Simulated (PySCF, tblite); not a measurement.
# C5H8BrO radical: geometry, infrared bands and EPR parameters

What infrared bands and EPR parameters should C5H8BrO radical (`C[C@@H]1[C](O)C[C@H]1Br`) show?

Programs: tblite 0.8.0 and PySCF 2.14.0, with density-fitted response routines of our own. Each step states its level of theory. These are calculated values for one molecule in the gas phase, unless marked as measured. Atoms count from 0, in the outputs and in this text.

### 1 The starting structure

15 atoms, charge 0, multiplicity 2; geometry from: force field or distance geometry start.

Bonds of the start (Å): C0–C1 1.52, C1–C2 1.50, C2–O3 1.39, C2–C4 1.52, C4–C5 1.51, C5–Br6 1.94, C5–C1 1.50, C0–H7 1.10, C0–H8 1.11, C0–H9 1.11, C1–H10 1.11, O3–H11 0.99, C4–H12 1.12, C4–H13 1.10, C5–H14 1.10.

### 2 Optimising the geometry with GFN2-xTB

Job settings and geometry (Å):

```
{"job": {"kind": "relax", "xc": "GFN2-xTB", "basis": "xTB"}, "charge": 0, "multiplicity": 2}
C      1.571600    -0.780800     0.308700
C      0.329800    -0.002800     0.697800
C     -0.929400    -0.716200     0.287700
O     -0.725900    -1.626300    -0.743300
C     -1.449600     0.642500    -0.166500
C     -0.013300     1.113500    -0.235800
Br     0.293800     2.897900     0.459300
H      1.417100    -1.840200     0.563700
H      1.813100    -0.692500    -0.768100
H      2.399800    -0.422000     0.946500
H      0.342400     0.251600     1.776800
H     -1.521000    -1.626500    -1.338000
H     -1.926600     0.632000    -1.176600
H     -2.066700     1.140500     0.595800
H      0.460500     1.037200    -1.229800
```

Command:

```
> OMP_NUM_THREADS=1 python probes_run.py task.json out
```

The driver reads the jobs from task.json and runs them one after another.

What it wrote:

```text
step      E/eV     max force
  0    -621.29660    2.563
  1    -621.49813    1.124
  2    -621.58535    0.793
  3    -621.65021    0.635
  4    -621.69543    0.431
  5    -621.72017    0.320
  6    -621.73504    0.291
  7    -621.74719    0.293
  8    -621.75550    0.218
  9    -621.76204    0.184
 10    -621.76706    0.177
 11    -621.77150    0.215
 12    -621.77573    0.206
 13    -621.77979    0.203
 14    -621.78361    0.192
 15    -621.78686    0.143
 16    -621.78942    0.137
 17    -621.79170    0.156
 18    -621.79389    0.183
 19    -621.79590    0.136
 20    -621.79778    0.102
 21    -621.79984    0.106
 22    -621.80251    0.203
 23    -621.80593    0.252
 24    -621.80942    0.204
 25    -621.81212    0.128
 26    -621.81393    0.094
 27    -621.81544    0.114
 28    -621.81692    0.120
 29    -621.81838    0.096
 30    -621.82006    0.123
 31    -621.82202    0.134
 32    -621.82395    0.148
 33    -621.82544    0.105
 34    -621.82651    0.098
 35    -621.82737    0.099
 36    -621.82826    0.120
 37    -621.82916    0.089
 38    -621.83003    0.067
 39    -621.83060    0.065
 40    -621.83128    0.060
 41    -621.83192    0.067
 42    -621.83263    0.072
 43    -621.83351    0.099
 44    -621.83473    0.110
 45    -621.83603    0.098
 46    -621.83709    0.101
 47    -621.83780    0.091
 48    -621.83851    0.080
 49    -621.83929    0.076
 50    -621.83997    0.058
 51    -621.84037    0.039
 52    -621.84060    0.042
 53    -621.84082    0.040
 54    -621.84111    0.043
 55    -621.84139    0.039
 56    -621.84161    0.043
 57    -621.84177    0.038
 58    -621.84194    0.029
 59    -621.84210    0.038
 60    -621.84225    0.030
 61    -621.84236    0.028
 62    -621.84242    0.022
 63    -621.84247    0.017
 64    -621.84250    0.016
 65    -621.84251    0.009
```

It took 1.2 s on 1 thread of Intel Xeon at 2.50GHz, shared host.

Relaxation path: (not every step is listed)

| step | energy from step 0 (eV) | largest force (eV/Å) |
| --- | --- | --- |
| 0 | 0.0000 | 2.5633 |
| 1 | -0.2015 | 1.1241 |
| 2 | -0.2887 | 0.7932 |
| 3 | -0.3536 | 0.6349 |
| 4 | -0.3988 | 0.4312 |
| 5 | -0.4236 | 0.3196 |
| 6 | -0.4384 | 0.2907 |
| 7 | -0.4506 | 0.2934 |
| 8 | -0.4589 | 0.2183 |
| 13 | -0.4832 | 0.2028 |
| 18 | -0.4973 | 0.1827 |
| 23 | -0.5093 | 0.2524 |
| 28 | -0.5203 | 0.1198 |
| 33 | -0.5288 | 0.1049 |
| 38 | -0.5334 | 0.0673 |
| 43 | -0.5369 | 0.0987 |
| 48 | -0.5419 | 0.0799 |
| 53 | -0.5442 | 0.0397 |
| 58 | -0.5453 | 0.0288 |
| 60 | -0.5457 | 0.0303 |
| 61 | -0.5458 | 0.0279 |
| 62 | -0.5458 | 0.0222 |
| 63 | -0.5459 | 0.0173 |
| 64 | -0.5459 | 0.0157 |
| 65 | -0.5459 | 0.0090 |

Close pairs (by a distance rule), those that changed most:

| bond | before (Å) | after (Å) | change (Å) |
| --- | --- | --- | --- |
| C1–C5 | 1.495 | 1.538 | +0.043 |
| C5–Br6 | 1.939 | 1.976 | +0.036 |
| O3–H11 | 0.993 | 0.964 | -0.029 |
| C2–O3 | 1.390 | 1.362 | -0.028 |
| C4–H12 | 1.117 | 1.094 | -0.023 |
| C0–H8 | 1.107 | 1.088 | -0.019 |
| C4–C5 | 1.513 | 1.531 | +0.018 |
| C2–C4 | 1.524 | 1.506 | -0.018 |

The final coordinates are the input of the step that follows.

### 3 Infrared spectrum with GFN2-xTB

Job settings and geometry (Å):

```
{"job": {"kind": "ir", "xc": "GFN2-xTB", "basis": "xTB"}, "charge": 0, "multiplicity": 2}
C      1.659238    -0.796267     0.296410
C      0.365987    -0.088681     0.660299
C     -0.934713    -0.646824     0.130206
O     -0.980428    -1.798552    -0.595038
C     -1.432127     0.693587    -0.343668
C      0.001878     1.183370    -0.123567
Br     0.215863     2.901208     0.828663
H      1.722169    -1.742405     0.827119
H      1.695459    -0.999618    -0.771527
H      2.512279    -0.179641     0.571559
H      0.329046     0.082420     1.741111
H     -1.756936    -1.802551    -1.166372
H     -1.819656     0.759249    -1.364622
H     -2.150650     1.158167     0.335418
H      0.568177     1.284527    -1.047902
```

What it wrote:

```text
mode    cm-1     km/mol
  1      55.4      3.15
  2     152.9      2.01
  3     178.1      0.99
  4     204.7      2.74
  5     217.8      0.84
  6     274.4     25.30
  7     314.6    123.75
  8     394.1     10.64
  9     499.6      3.18
 10     538.5      3.26
 11     647.9     57.33
 12     830.1      3.78
 13     894.1     16.04
 14     920.0     11.58
 15     972.7      9.35
 16    1010.0     74.43
 17    1059.2      1.29
 18    1082.3     35.63
 19    1106.1     22.74
 20    1135.6      2.80
 21    1171.0     11.43
 22    1201.0     78.37
 23    1205.5      4.87
 24    1223.0     60.28
 25    1246.3     27.92
 26    1309.3     44.55
 27    1373.6    179.14
 28    1402.1     15.69
 29    1454.2      3.87
 30    1480.9      3.63
 31    1491.4      9.93
 32    2917.3     26.75
 33    2922.3     27.86
 34    2955.5     22.64
 35    2983.9     14.97
 36    3030.1     22.12
 37    3038.0     22.63
 38    3051.0     13.84
 39    3524.2     30.49
```

It took 1.4 s on 1 thread of Intel Xeon at 2.50GHz, shared host.

Which atoms move in the most intense modes:

| cm⁻¹ | km/mol | atoms |
| --- | --- | --- |
| 315 | 123.8 | H11 78 % |
| 648 | 57.3 | C2 29 %, C5 27 %, C1 13 % |
| 1010 | 74.4 | C4 13 %, H13 11 %, H9 11 %, O3 10 % |
| 1082 | 35.6 | C4 22 %, C5 17 %, H11 12 %, C1 11 % |
| 1201 | 78.4 | H14 53 %, H12 10 % |
| 1223 | 60.3 | H14 25 %, H10 18 %, H13 15 %, C4 11 % |
| 1309 | 44.5 | C1 35 %, H10 34 % |
| 1374 | 179.1 | C2 62 %, O3 15 % |

### 4 EPR parameters: B3LYP/def2-TZVP-core+pcH-1

Settings changed since step 3:

```diff
@@ -1,2 +1,2 @@
-{"job": {"kind": "ir", "xc": "GFN2-xTB", "basis": "xTB"}, "charge": 0, "multiplicity": 2}
+{"job": {"kind": "epr", "basis": "pcH-1"}, "charge": 0, "multiplicity": 2}
 C      1.659238    -0.796267     0.296410
```

Method: UKS B3LYP, def2-TZVP-core on Br, pcH-1 on C H O, non-relativistic, mean-field spin-orbit, GIAO.

What it wrote:

```text
UKS, coarse grid
  cycle   1  E = -2844.59981798  |g| = 1.62e+00
  cycle   2  E = -2844.52081838  |g| = 8.46e-01
  cycle   3  E = -2844.59408562  |g| = 6.14e-01
  cycle   4  E = -2844.71161842  |g| = 9.45e-02
  cycle   5  E = -2844.71346079  |g| = 3.24e-02
  cycle   6  E = -2844.71389166  |g| = 9.52e-03
  cycle   7  E = -2844.71394031  |g| = 3.40e-03
  cycle   8  E = -2844.71394538  |g| = 1.04e-03
  cycle   9  E = -2844.71394554  |g| = 4.97e-04
UKS, final grid
  cycle   1  E = -2844.71399974  |g| = 4.62e-04
  cycle   2  E = -2844.71399965  |g| = 6.65e-04
  cycle   3  E = -2844.71399983  |g| = 6.51e-05
  cycle   4  E = -2844.71399983  |g| = 3.98e-05
  cycle   5  E = -2844.71399983  |g| = 1.20e-05
E = -2844.71399983 Eh   <S^2> = 0.7540 (exact 0.7500)
g shifts (ppm)      1          2          3
  rmc          -207       -207       -207
  gc             11         28         30
  oz_so         673       4458       7320
  total         477       4280       7143
hyperfine (MHz)  atom isotope    a_iso     a_fc   dipolar eigenvalues
    0   13C      14.57      14.58     -2.14     -1.71      3.85
    1   13C     -10.50     -10.50     -3.69     -1.78      5.47
    2   13C     217.13     217.14    -71.64    -69.02    140.66
    3   17O     -26.12     -26.24    -60.76     29.23     31.53
    4   13C      -5.74      -5.74     -3.80     -1.47      5.27
    5   13C     110.28     110.31     -3.62     -0.82      4.44
    6  79Br      29.93      26.60    -33.78    -32.90     66.68
    7    1H      -2.07      -2.07     -2.50     -1.85      4.35
    8    1H      -1.55      -1.55     -2.98     -1.85      4.82
    9    1H      -0.19      -0.19     -2.03     -1.26      3.29
   10    1H      86.57      86.56     -5.71     -4.39     10.10
   11    1H     -11.35     -11.37    -12.96     -8.57     21.53
   12    1H      35.60      35.60     -4.24     -2.53      6.77
   13    1H      87.64      87.63     -5.71     -4.36     10.07
   14    1H      -1.37      -1.35     -2.93     -2.73      5.66
```

Wall time 6.6 min (1 thread of Intel Xeon at 2.50GHz, shared host); peak memory 1.3 GiB.

Principal g values 2.00280, 2.00660, 2.00946; g(iso) = 2.00629, against 2.00232 for a free electron.

Mean a(iso) over the nuclei that a row names, and the largest dipolar term of the row (other rows stand at the frozen geometry):

| nuclei | isotope | a(iso) (MHz) | a(iso) (G, at g = 2.0023) | largest dipolar term (MHz) |
| --- | --- | --- | --- | --- |
| C2 | 13C | 217.1 | 77.5 | 140.7 |
| C5 | 13C | 110.3 | 39.4 | 4.4 |
| H13 | 1H | 87.6 | 31.3 | 10.1 |
| H10 | 1H | 86.6 | 30.9 | 10.1 |
| H12 | 1H | 35.6 | 12.7 | 6.8 |
| Br6 | 79Br | 29.9 | 10.7 | 66.7 |
| O3 | 17O | -26.1 | -9.3 | -60.8 |
| C0 | 13C | 14.6 | 5.2 | 3.9 |
| H11 | 1H | -11.4 | -4.1 | 21.5 |
| C1 | 13C | -10.5 | -3.7 | 5.5 |
| C4 | 13C | -5.7 | -2.0 | 5.3 |
| H14 | 1H | -1.4 | -0.5 | 5.7 |
| H7, H8, H9 | 1H | -1.3 | -0.5 | 4.8 |

Mulliken spin populations:

C0 0.02; C1 -0.05; C2 0.80; O3 0.12; C4 -0.05; C5 0.03; Br6 0.04; H7 0.00; H8 0.00; H9 0.00; H10 0.04; H11 0.00; H12 0.03; H13 0.03; H14 0.00

In first order the couplings over 0.8 MHz of 1H, 79Br give 512 distinct lines over 112.8 G, if the averaged nuclei exchange fast.

The fields below are evaluated on a grid from the run's orbitals.

ELF in a plane through or near 7 of the atoms.

Ten even steps from '0' (0.00) to '9' (1.00):
```
0000000000000000000000000000
0000000000000011000000000000
0000000000014555543210000000
0000000000357887777641000000
0000000000468823428863100000
0000000000147723338762000000
0000035410001377664200000000
0001599992003554641000000000
0002699996337841796442100000
0000268963875753752563100000
0000035522774543762775200000
0000157875311355664564200000
0000145541002477310000000000
0000001000028845874000000000
0000000000048877998400000000
0000000000013433678300000000
0000000000000000010000000000
0000000000000000000000000000
0000000000000000000000000000
0000000000000000000000000000
```
The map spans 10.1 Å across and 11.1 Å up, centred on the molecule. Atoms in the plane (x, y in Å): C0 (-1.9, -0.1), O3 (0.3, -2.1), C4 (1.6, 0.1), C5 (0.5, 1.0), Br6 (0.7, 2.9), H9 (-2.4, 0.8), H11 (1.1, -2.5).

On the surface of density 0.002 e/bohr³ the electrostatic potential runs, from the 1st to the 99th percentile, from -1.01 V near O3 to 2.67 V near H11.

The spin density lies nearest to C2 61 %; O3 14 %.

### 5 Outcome

```
                                 quantity                  value
strongest single infrared mode (GFN2-xTB)  1374 cm⁻¹, 179 km/mol
             zero-point energy (GFN2-xTB)          73.6 kcal/mol
                           g(iso) (B3LYP)                2.00629
                                     ⟨S²⟩     0.754 (exact 0.75)
       largest a(iso) (averaged by class)   13C on C2, 217.1 MHz
    surface potential, 1st and 99th percentile     -1.01 V and 2.67 V
```

In words: Over 65 steps the energy fell by 0.546 eV; of the close pairs, C1–C5 changed most, 1.495 to 1.538 Å. No mode is imaginary among the 39: a minimum at this level. The strongest single mode, at 1374 cm⁻¹, moves mainly C2. Unscaled tight-binding wavenumbers are off by several per cent, some by more. Its intensities can rank the bands wrongly. C2 carries the largest spin population, 0.80 e. The isotropic g lies 4.0 ppt above the free-electron value. The hyperfine terms hold no scalar relativity, which the heavier nuclei need.
